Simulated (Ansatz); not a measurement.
# BeZnSe2: the cost of one run

Program: Ansatz 0.2.0. Level of theory: DFT PBE, scalar-relativistic, plane waves, PAW. These are calculated values, not measurements.

## (1) The starting structure

The structure is hexagonal, space group P-6m2 (No. 187). Conventional cell: a = 3.982 Å, b = 3.982 Å, c = 6.134 Å, α = 90.00°, β = 90.00°, γ = 120.00°. Around Be (site symmetry -6m2) lie 6 Se at 2.30 Å. Zn (site symmetry -6m2) is surrounded by 2 Se at 3.07 Å. Se (site symmetry -6m2) is surrounded by 3 Se at 2.30 Å and 3 Be at 2.30 Å and 2 Zn at 3.07 Å. Se (site symmetry -6m2) has 3 Be at 2.30 Å and 3 Se at 2.30 Å as nearest neighbours.

Coordinates:

```
Be Zn Se
1.0
     3.98171    0.00000    0.00000
    -1.99085    3.44826    0.00000
     0.00000    0.00000    6.13445
Be Zn Se
1 1 2
Cartesian
  0.0000 2.2988 0.0000
  1.9909 1.1494 3.0672
  1.9909 1.1494 0.0000
  0.0000 0.0000 0.0000
```

The cell is invented: random cell by space group and Wyckoff sites (P-6m2, No. 187). The dimensions are guesses.

## (2) Probe: one point on a coarse mesh

The input, input.yaml:

```yaml
crystal:
  lattice:
    - [3.98170688, 0.0, 0.0]
    - [-1.99085344, 3.44825931, 0.0]
    - [0.0, 0.0, 6.13444957]
  atoms:
    - { symbol: Be, position: [0.33333333, 0.66666667, 0.0] }
    - { symbol: Zn, position: [0.66666667, 0.33333333, 0.5] }
    - { symbol: Se, position: [0.66666667, 0.33333333, 0.0] }
    - { symbol: Se, position: [0.0, 0.0, 0.0] }
basis:
  ecutwfc: 420
kpoints:
  mp_grid: { grid: [6, 6, 4] }
hamiltonian:
  xc: pbe
scf:
  occupations: { method: gaussian, width: 0.1 }
  lower_state_search: "off"
output:
  forces: true
  stress: true
  eigenvalues: true
```

On the command line:

```console
$ ansatz run input.yaml --threads 1 --pin off --max-ram 2560MiB --backend cpu --events-out ev --progress --plain --runs-dir out
```

What time and memory should one allow on 1 thread of Intel Xeon Platinum 8488C (Sapphire Rapids), shared host?

About 4.7 s, with a peak of 0.39 GiB.
